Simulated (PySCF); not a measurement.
# CH8BNO: a tour of settings

Which settings matter for CH8BNO (`CO[BH2-][NH3+]`), and how do bad ones show?

Programs: PySCF 2.14.0, with density-fitted response routines of our own. Each step states its level of theory. These are calculated values for one molecule, in the gas phase or a continuum, unless marked as measured. Atoms are numbered from 0 throughout.

### Step 1. The molecule as given

12 atoms, charge 0, multiplicity 1; geometry from: GFN2-xTB.

Bonds of the start (Å): C0–O1 1.39, O1–B2 1.41, B2–N3 1.78, C0–H4 1.09, C0–H5 1.10, C0–H6 1.10, B2–H7 1.18, B2–H8 1.19, N3–H9 1.01, N3–H10 1.01, N3–H11 1.01.

### Step 2. Shielding tensors: OPBE/pcSseg-1

What the job is given:

```
{"job": {"kind": "nmr", "xc": "OPBE", "basis": "pcSseg-1", "pop": false, "grid": 4}, "charge": 0, "multiplicity": 1}
C      1.696394     0.324001     0.080411
O      0.763154    -0.249817    -0.783106
B     -0.370644    -0.905501    -0.258567
N     -1.547329     0.398339     0.039226
H      2.638179     0.444196    -0.461107
H      1.873030    -0.300954     0.963993
H      1.372651     1.318157     0.427191
H     -0.913653    -1.544448    -1.094226
H     -0.266921    -1.398781     0.824823
H     -2.459185     0.008033     0.237629
H     -1.562138     0.941554    -0.814929
H     -1.222339     0.964535     0.812635
```

Level: GIAO OPBE/pcSseg-1 NMR shielding, non-relativistic, gas phase.

Run with:

```
$ OMP_NUM_THREADS=1 python probes_run.py task.json out
```

The driver reads the jobs from task.json and runs them one after another.

What it wrote:

```text
coarse grid: 9280 points
cycle   1  E = -197.5018714679  dE =  1.825e-01  |g| = 7.203e-01  |ddm| = 2.736e+00
cycle   2  E = -196.5943455695  dE =  9.075e-01  |g| = 2.027e+00  |ddm| = 4.897e+00
cycle   3  E = -197.6143122827  dE = -1.020e+00  |g| = 2.182e-01  |ddm| = 4.504e+00
cycle   4  E = -197.6209328162  dE = -6.621e-03  |g| = 1.544e-01  |ddm| = 3.061e-01
cycle   5  E = -197.6256679140  dE = -4.735e-03  |g| = 3.059e-02  |ddm| = 1.172e-01
cycle   6  E = -197.6258561196  dE = -1.882e-04  |g| = 9.607e-03  |ddm| = 2.929e-02
cycle   7  E = -197.6258800074  dE = -2.389e-05  |g| = 1.738e-03  |ddm| = 9.484e-03
cycle   8  E = -197.6258806348  dE = -6.274e-07  |g| = 3.690e-04  |ddm| = 1.828e-03
final grid: 238512 points
cycle   9  E = -197.6501929923  dE = -6.776e-05  |g| = 2.363e-02  |ddm| = 4.396e-02
cycle  10  E = -197.6499550271  dE =  2.380e-04  |g| = 4.359e-02  |ddm| = 4.582e-02
cycle  11  E = -197.6502941633  dE = -3.391e-04  |g| = 4.089e-03  |ddm| = 3.421e-02
cycle  12  E = -197.6502987297  dE = -4.566e-06  |g| = 4.669e-04  |ddm| = 5.656e-03
cycle  13  E = -197.6502987750  dE = -4.526e-08  |g| = 1.370e-04  |ddm| = 4.277e-04
cycle  14  E = -197.6502987793  dE = -4.321e-09  |g| = 4.183e-05  |ddm| = 1.451e-04
cycle  15  E = -197.6502987797  dE = -3.973e-10  |g| = 8.161e-06  |ddm| = 3.599e-05
converged SCF energy = -197.6502987797

GIAO shielding tensors (ppm)
atom      isotropic    diamagn.    paramagn.     s11        s22        s33       span
  0 C      127.951     244.516    -116.566     91.762    108.438    183.652     91.890
  1 O      284.217     393.178    -108.961    194.048    300.133    358.470    164.422
  2 B      101.349     192.307     -90.958     88.974     99.258    115.816     26.841
  3 N      220.373     317.425     -97.052    199.843    218.139    243.136     43.292
  4 H       27.577      28.312      -0.735     23.716     25.515     33.499      9.783
  5 H       28.104      29.410      -1.307     25.381     25.938     32.992      7.612
  6 H       27.926      30.601      -2.676     23.657     26.129     33.991     10.334
  7 H       28.280      31.127      -2.847     24.924     28.959     30.959      6.036
  8 H       28.308      31.691      -3.383     25.123     29.054     30.746      5.623
  9 H       29.811      29.837      -0.026     24.733     25.360     39.341     14.607
 10 H       29.896      31.039      -1.143     25.202     26.486     38.001     12.799
 11 H       28.693      31.877      -3.184     22.540     26.768     36.773     14.233
```

It took 12 s on 1 thread of AMD EPYC 9R14, shared host; peak memory 0.47 GiB.

Shifts follow as δ = σ(reference) − σ, with reference shieldings (ppm) from runs at the same level and on the same kind of geometry: 1H TMS 31.67, 13C TMS 187.5, 15N NH3 266.3, 17O H2O 333.6, 11B BF3·OEt2 99.7. The references are single molecules in the gas phase, so shifts against H2O, NH3, PH3, H3PO4 or CFCl3 are not on the usual liquid scales and can be off by tens of ppm. Atoms listed in one row are averaged.

| atoms | environment | σ (ppm) | δ (ppm) |
| --- | --- | --- | --- |
| C0 | methyl carbon bonded to O | 128.0 | 59.6 |
| H4, H5, H6 | hydrogen on a methyl carbon bonded to O | 27.87 | 3.80 |
| H7, H8 | hydrogen on a boron bonded to N, O | 28.29 | 3.38 |
| H9, H10, H11 | hydrogen on a donor nitrogen of a Lewis adduct | 29.47 | 2.20 |
| O1 | oxygen bonded to C, B | 284.2 | 49.4 |
| B2 | boron bonded to N, O, 2 H | 101.3 | -1.6 |
| N3 | donor nitrogen of a Lewis adduct | 220.4 | 45.9 |

### Step 3. Indirect couplings: PBE0/6-31G-J

What the job is given:

```
{"job": {"kind": "j", "xc": "PBE0", "basis": "6-31G-J", "scf": {"max_cycle": 89}}, "charge": 0, "multiplicity": 1}
C      1.866033     0.356401     0.088452
O      0.839469    -0.274799    -0.861417
B     -0.407708    -0.996051    -0.284424
N     -1.702062     0.438173     0.043149
H      2.901997     0.488616    -0.507218
H      2.060333    -0.331049     1.060392
H      1.509916     1.449973     0.469910
H     -1.005018    -1.698893    -1.203649
H     -0.293613    -1.538659     0.907305
H     -2.705104     0.008836     0.261392
H     -1.718352     1.035709    -0.896422
H     -1.344573     1.060988     0.893898
```

With the program's defaults for keys left out, this is: PBE0/6-31G-J.

What it wrote:

```text
KeyError: 'Element b (Z=5) not found in basis 6-31G-J version 0'
```

Wall time 0.01 s (1 thread of AMD EPYC 9R14, shared host).

Diagnosis: The basis 6-31G-J has no functions for an element of the molecule, so the input was refused before any integral. Besides, the coordinates were scaled in this input. The remedy is to choose a basis that covers all elements, and undo the other change.

### Step 4. Nuclear shieldings: KT2/pcSseg-1

What the job is given:

```
{"job": {"kind": "nmr", "xc": "KT2", "basis": "pcSseg-1", "pop": false}, "charge": 0, "multiplicity": 1}
C      1.696394     0.324001     0.080411
O      0.763154    -0.249817    -0.783106
B     -0.370644    -0.905501    -0.258567
N     -1.547329     0.398339     0.039226
H      2.638179     0.444196    -0.461107
H      1.873030    -0.300954     0.963993
H      1.372651     1.318157     0.427191
H     -0.913653    -1.544448    -1.094226
H     -0.266921    -1.398781     0.824823
H     -2.459185     0.008033     0.237629
H     -1.562138     0.941554    -0.814929
H     -1.222339     0.964535     0.812635
```

Level: GIAO KT2/pcSseg-1 NMR shielding, non-relativistic, gas phase.

What it wrote:

```text
coarse grid: 9280 points
cycle   1  E = -200.6992962567  dE =  2.372e-01  |g| = 8.061e-01  |ddm| = 2.715e+00
cycle   2  E = -199.3881640613  dE =  1.311e+00  |g| = 2.338e+00  |ddm| = 5.390e+00
cycle   3  E = -200.8277690560  dE = -1.440e+00  |g| = 2.565e-01  |ddm| = 5.070e+00
cycle   4  E = -200.8358728597  dE = -8.104e-03  |g| = 1.944e-01  |ddm| = 3.641e-01
cycle   5  E = -200.8435496368  dE = -7.677e-03  |g| = 2.963e-02  |ddm| = 1.397e-01
cycle   6  E = -200.8437316726  dE = -1.820e-04  |g| = 1.003e-02  |ddm| = 3.426e-02
cycle   7  E = -200.8437598303  dE = -2.816e-05  |g| = 1.923e-03  |ddm| = 1.074e-02
cycle   8  E = -200.8437607070  dE = -8.767e-07  |g| = 3.087e-04  |ddm| = 2.117e-03
final grid: 87592 points
cycle   9  E = -200.8674388200  dE = -1.506e-04  |g| = 1.111e-02  |ddm| = 3.424e-02
cycle  10  E = -200.8674013339  dE =  3.749e-05  |g| = 1.703e-02  |ddm| = 2.445e-02
cycle  11  E = -200.8674644819  dE = -6.315e-05  |g| = 1.547e-03  |ddm| = 1.629e-02
cycle  12  E = -200.8674649090  dE = -4.272e-07  |g| = 5.793e-04  |ddm| = 1.445e-03
cycle  13  E = -200.8674649666  dE = -5.759e-08  |g| = 1.791e-04  |ddm| = 4.420e-04
cycle  14  E = -200.8674649739  dE = -7.248e-09  |g| = 3.668e-05  |ddm| = 2.160e-04
cycle  15  E = -200.8674649742  dE = -2.834e-10  |g| = 1.196e-05  |ddm| = 4.326e-05
converged SCF energy = -200.8674649742

GIAO shielding tensors (ppm)
atom      isotropic    diamagn.    paramagn.     s11        s22        s33       span
  0 C      124.655     244.993    -120.338     86.261    105.222    182.482     96.221
  1 O      277.546     394.916    -117.370    179.585    295.125    357.928    178.343
  2 B       98.795     193.041     -94.247     87.443     95.875    113.066     25.624
  3 N      219.036     317.873     -98.837    196.452    217.221    243.436     46.984
  4 H       27.450      28.383      -0.933     23.676     25.405     33.270      9.594
  5 H       28.072      29.513      -1.441     25.258     26.091     32.866      7.608
  6 H       27.815      30.837      -3.022     23.448     26.045     33.951     10.503
  7 H       28.223      31.133      -2.910     24.817     28.818     31.034      6.217
  8 H       28.213      31.765      -3.552     25.033     28.877     30.728      5.695
  9 H       29.795      29.861      -0.066     24.712     25.453     39.220     14.508
 10 H       29.971      31.054      -1.084     25.353     26.634     37.925     12.572
 11 H       28.678      31.889      -3.211     22.525     26.786     36.723     14.197
```

Run time: 7.1 s. Hardware: 1 thread of AMD EPYC 9R14, shared host; peak memory 0.44 GiB.

This run: δ C0 60.9, O1 54.8, B2 0.5, N3 47.5, H4 3.84, H7 3.41 ppm (means over like atoms).

### Step 5. NMR shieldings: HSE06/def2-SVPD in acetone

Settings changed since step 4:

```diff
@@ -1,2 +1,2 @@
-{"job": {"kind": "nmr", "xc": "KT2", "basis": "pcSseg-1", "pop": false}, "charge": 0, "multiplicity": 1}
+{"job": {"kind": "nmr", "xc": "HSE06", "basis": "def2-SVPD", "solvent": "acetone", "pop": false}, "charge": 0, "multiplicity": 1}
 C      1.696394     0.324001     0.080411
```

With the program's defaults for keys left out, this is: GIAO HSE06/def2-SVPD NMR shielding, non-relativistic, IEF-PCM acetone.

What it wrote:

```text
coarse grid: 9280 points
cycle   1  E = -197.3313381228  dE =  1.621e-01  |g| = 6.211e-01  |ddm| = 4.273e+00
cycle   2  E = -197.1872208742  dE =  1.441e-01  |g| = 1.059e+00  |ddm| = 1.649e+00
cycle   3  E = -197.4156109969  dE = -2.284e-01  |g| = 8.804e-02  |ddm| = 1.043e+00
cycle   4  E = -197.4170320785  dE = -1.421e-03  |g| = 3.452e-02  |ddm| = 1.516e-01
cycle   5  E = -197.4173161037  dE = -2.840e-04  |g| = 9.412e-03  |ddm| = 5.449e-02
cycle   6  E = -197.4173343836  dE = -1.828e-05  |g| = 2.395e-03  |ddm| = 1.292e-02
cycle   7  E = -197.4173357276  dE = -1.344e-06  |g| = 2.439e-04  |ddm| = 3.533e-03
final grid: 87592 points
cycle   8  E = -197.4457164403  dE = -3.368e-05  |g| = 4.943e-03  |ddm| = 9.132e-02
cycle   9  E = -197.4457137800  dE =  2.660e-06  |g| = 6.048e-03  |ddm| = 1.264e-02
cycle  10  E = -197.4457222422  dE = -8.462e-06  |g| = 4.733e-04  |ddm| = 6.080e-03
cycle  11  E = -197.4457222847  dE = -4.250e-08  |g| = 1.805e-04  |ddm| = 8.100e-04
cycle  12  E = -197.4457222924  dE = -7.720e-09  |g| = 4.515e-05  |ddm| = 2.082e-04
cycle  13  E = -197.4457222915  dE =  9.089e-10  |g| = 1.967e-05  |ddm| = 6.694e-05
converged SCF energy = -197.4457222915

GIAO shielding tensors (ppm)
atom      isotropic    diamagn.    paramagn.     s11        s22        s33       span
  0 C      137.502     243.499    -105.997    101.180    119.256    192.070     90.890
  1 O      318.184     379.163     -60.979    249.644    332.871    372.036    122.392
  2 B      109.592     212.192    -102.599     97.627    105.322    125.828     28.201
  3 N      233.193     302.081     -68.888    210.094    234.490    254.994     44.899
  4 H       27.937      28.601      -0.664     24.067     25.929     33.814      9.747
  5 H       28.412      30.479      -2.067     25.553     26.205     33.478      7.925
  6 H       27.956      31.212      -3.256     23.985     26.215     33.669      9.684
  7 H       28.893      29.425      -0.532     25.557     29.524     31.597      6.040
  8 H       28.768      32.252      -3.484     25.661     29.608     31.035      5.374
  9 H       29.355      30.885      -1.529     24.238     24.357     39.471     15.234
 10 H       29.477      31.232      -1.756     24.537     25.907     37.987     13.450
 11 H       28.384      32.523      -4.139     22.452     26.160     36.540     14.088
```

Run time: 8.7 s. Hardware: 1 thread of AMD EPYC 9R14, shared host; peak memory 0.67 GiB.

This run: σ C0 137.5, O1 318.2, B2 109.6, N3 233.2, H4 28.10, H7 28.83 ppm (means over like atoms).

### Step 6. TDDFT and polarisability: PBE0/def2-SVPD

Settings changed since step 5:

```diff
@@ -1,2 +1,2 @@
-{"job": {"kind": "nmr", "xc": "HSE06", "basis": "def2-SVPD", "solvent": "acetone", "pop": false}, "charge": 0, "multiplicity": 1}
+{"job": {"kind": "uv", "xc": "PBE0", "basis": "def2-SVPD", "nstates": 1, "ntriplets": 0, "tda": false, "scf": {"guess": "vsap"}}, "charge": 0, "multiplicity": 1}
 C      1.696394     0.324001     0.080411
```

Method: TDDFT PBE0/def2-SVPD, vertical, gas phase, core orbitals frozen in the response.

What it wrote:

```text
final grid: 87592 points
cycle   1  E = -188.4611273877  dE =  7.500e+00  |g| = 4.784e+00  |ddm| = 4.117e+02
cycle   2  E = -175.2583375611  dE =  1.320e+01  |g| = 8.286e+00  |ddm| = 4.103e+02
cycle   3  E = -194.9022373730  dE = -1.964e+01  |g| = 3.398e+00  |ddm| = 1.288e+01
cycle   4  E = -196.8226489908  dE = -1.920e+00  |g| = 1.497e+00  |ddm| = 3.270e+00
cycle   5  E = -197.3680886636  dE = -5.454e-01  |g| = 4.069e-01  |ddm| = 1.733e+00
cycle   6  E = -197.4057336949  dE = -3.765e-02  |g| = 1.499e-01  |ddm| = 6.364e-01
cycle   7  E = -197.4097899559  dE = -4.056e-03  |g| = 6.027e-02  |ddm| = 2.054e-01
cycle   8  E = -197.4104866506  dE = -6.967e-04  |g| = 1.066e-02  |ddm| = 6.826e-02
cycle   9  E = -197.4105117303  dE = -2.508e-05  |g| = 3.263e-03  |ddm| = 1.757e-02
cycle  10  E = -197.4105138510  dE = -2.121e-06  |g| = 3.210e-04  |ddm| = 4.139e-03
cycle  11  E = -197.4105138776  dE = -2.666e-08  |g| = 6.065e-05  |ddm| = 8.451e-04
cycle  12  E = -197.4105138787  dE = -1.012e-09  |g| = 5.866e-06  |ddm| = 1.614e-04
cycle  13  E = -197.4105138787  dE = -9.095e-12  |g| = 2.204e-06  |ddm| = 3.125e-05
converged SCF energy = -197.4105138787

Static polarisability (au): isotropic 46.831, principal 42.640 45.513 52.340

Singlet excitations
state   eV       nm        f      main configurations
  1   5.8822    210.8   0.02526   H->L 0.98
```

Wall time 6.6 s (1 thread of AMD EPYC 9R14, shared host); peak memory 0.58 GiB.

Frontier orbitals and where they lie:

```csv
orbital,eV,atoms
HOMO−3,-9.65,"B2 26 %, N3 18 %, H8 15 %"
HOMO−2,-8.76,"O1 27 %, B2 21 %, C0 18 %"
HOMO−1,-7.39,"O1 35 %, B2 24 %, H8 14 %"
HOMO,-7.08,"O1 57 %, C0 11 %, N3 9 %"
LUMO,-0.09,"B2 21 %, H11 17 %, N3 16 %"
LUMO+1,1.32,"C0 27 %, H6 13 %, H9 11 %"
LUMO+2,1.60,"B2 38 %, H11 12 %, O1 9 %"
```

With each of the 1 states as a Gaussian band of 0.4 eV half-width at 1/e, the curve within the window shown has maxima at 211 nm (ε 1,000) L/(mol cm). Beyond the last state computed it falls off for lack of states. The curve at chosen wavelengths:

| nm | ε (L/mol/cm) |
| --- | --- |
| 201 | 583 |
| 202 | 650 |
| 204 | 779 |
| 205 | 837 |
| 206 | 889 |
| 208 | 971 |
| 209 | 998 |
| 211 | 1023 |
| 212 | 1020 |
| 213 | 1008 |
| 215 | 957 |
| 216 | 920 |
| 217 | 877 |
| 219 | 778 |
| 220 | 724 |
| 221 | 669 |
| 223 | 558 |
| 224 | 505 |
| 225 | 453 |
| 227 | 359 |
| 228 | 316 |
| 230 | 241 |
| 231 | 208 |
| 232 | 179 |
| 234 | 131 |
| 235 | 111 |

Further results of this job:

| property | computed |
| --- | --- |
| dipole moment (D) | 4.79 |
| polarisability (Å³) | 6.94 |
| HOMO–LUMO gap (eV) | 6.99 |
| −ε(HOMO) (eV) | 7.08 |

### Step 7. Side by side: NMR shifts

Isotropic shieldings (ppm), means over like atoms, with basis size and wall time:

```csv
run,C0,H4,H7,H9,O1,B2,N3,functions,time
OPBE/pcSseg-1,128.0,27.87,28.29,29.47,284.2,101.3,220.4,108,12 s
KT2/pcSseg-1,124.7,27.78,28.22,29.48,277.5,98.8,219.0,108,7.1 s
HSE06/def2-SVPD in acetone,137.5,28.10,28.83,29.07,318.2,109.6,233.2,147,8.7 s
```

### Step 8. Summary of results

```
                                                              quantity                                            value
                                13C shifts against TMS (OPBE/pcSseg-1)                                         59.6 ppm
1H shifts against TMS (OPBE/pcSseg-1, means over atoms taken as alike)                             3.80, 3.38, 2.20 ppm
                                17O shifts against H2O (OPBE/pcSseg-1)                                         49.4 ppm
                           11B shifts against BF3·OEt2 (OPBE/pcSseg-1)                                         -1.6 ppm
                                15N shifts against NH3 (OPBE/pcSseg-1)                                         45.9 ppm
                                       lowest singlet (PBE0/def2-SVPD)                      5.88 eV (211 nm), f = 0.025
                                          range of the shielding of O1                               277.5 to 318.2 ppm
                                         property runs in this session  5, of which 1 failed and 0 gave unsound results
```

**Reading.** Single values in the summary come from the first sound run of each kind (OPBE/pcSseg-1; PBE0/def2-SVPD), which need not be the best level. The most deshielded hydrogen is H4, H5, H6 (mean) (hydrogen on a methyl carbon bonded to O), at 3.80 ppm: its carbon carries O, hence the downfield position. At OPBE/pcSseg-1: The widest tensor belongs to O1: span 164 ppm, with a paramagnetic part of -109 ppm. The first singlet state (HOMO→LUMO 0.98) lies at 5.88 eV and is weak. In ppm, O1 moves most: its shielding spreads over 40.6 ppm, from 277.5 (KT2/pcSseg-1) to 318.2 (HSE06/def2-SVPD in acetone).
